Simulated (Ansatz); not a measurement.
# BFH4SSi: the cost of one run

Method: RKS B3LYP-D4/def2-SVPD; program: Ansatz 0.2.0.

## Step 1: The starting structure

SMILES `FB[SiH]=S`, 6 atoms, charge 0, spin multiplicity 1.

Atoms are counted from 1 here; the program's logs count them from 0.

Bond lengths: F1–B2 1.336 Å, B2–Si3 2.047 Å, B2–H5 1.213 Å, Si3–S4 1.988 Å, Si3–H6 1.510 Å. Angles: F1–B2–Si3 118.4°, F1–B2–H5 118.4°, Si3–B2–H5 123.2°, B2–Si3–S4 121.9°, B2–Si3–H6 115.9°, S4–Si3–H6 122.2°.

As a file:

```xyz
6
charge 0, multiplicity 1
F    -0.3967    0.1152   -2.0646
B    -0.0803    0.6436   -0.8786
Si    0.0490   -0.6027    0.7396
S     0.5879    0.0596    2.5352
H     0.1214    1.8383   -0.8152
H    -0.2813   -2.0539    0.4836
```

This geometry comes from a loose relaxation at PBE in a small basis, which is not shown.

## Step 4: Setting up the map

The probe is moved over a plane parallel to the molecule's main plane, 2.50 Å above it (x and y are the axes of that plane, centred on the molecule).

The axes are (1) x of the probe's H atom: 11 values from −3.90 Å; (2) y of the probe's H atom: 9 values from −3.12 Å.

Nothing else is relaxed (molecule and probe rigid, the probe upright with H nearest the plane). Energies count from molecule and probe far apart, each relaxed in its own basis (no counterpoise correction). Points are written as (first, second).

The probe H2 moves over a plane: parallel to the molecule's main plane, 2.50 Å above it. The molecule is turned into the frame of its main axes, as the inputs below show.

(The set-up runs are not shown.)

## Step 5: The run at (0.78 Å, 1.56 Å)

The input, input.yaml:

```yaml
crystal:
  periodic: [false, false, false]
  atoms:
    - { symbol: F, position_ang: [2.178426, 0.146667, 1.1e-05] }
    - { symbol: B, position_ang: [1.019198, -0.499479, -1.0e-05] }
    - { symbol: Si, position_ang: [-0.705565, 0.598264, -8.0e-06] }
    - { symbol: S, position_ang: [-2.492059, -0.245452, 7.0e-06] }
    - { symbol: H, position_ang: [1.03515, -1.701647, -0.000413] }
    - { symbol: H, position_ang: [-0.517011, 2.080751, -0.000611] }
    - { symbol: H, position_ang: [0.78, 1.56, 2.5] }
    - { symbol: H, position_ang: [0.78, 1.56, 3.260188] }
basis:
  gaussian: { orbitals: def2-SVPD }
hamiltonian:
  xc: { name: B3LYP }
  dispersion: d4
output:
  forces: true
```

Launch:

```sh
$ ansatz run input.yaml --threads 1 --pin off --max-ram 2560MiB --backend cpu --events-out ev --progress --plain --runs-dir out
```

What time and memory should one allow on 1 thread of Arm Neoverse V2, shared host?

About 4.6 s, with a peak of 0.26 GiB.
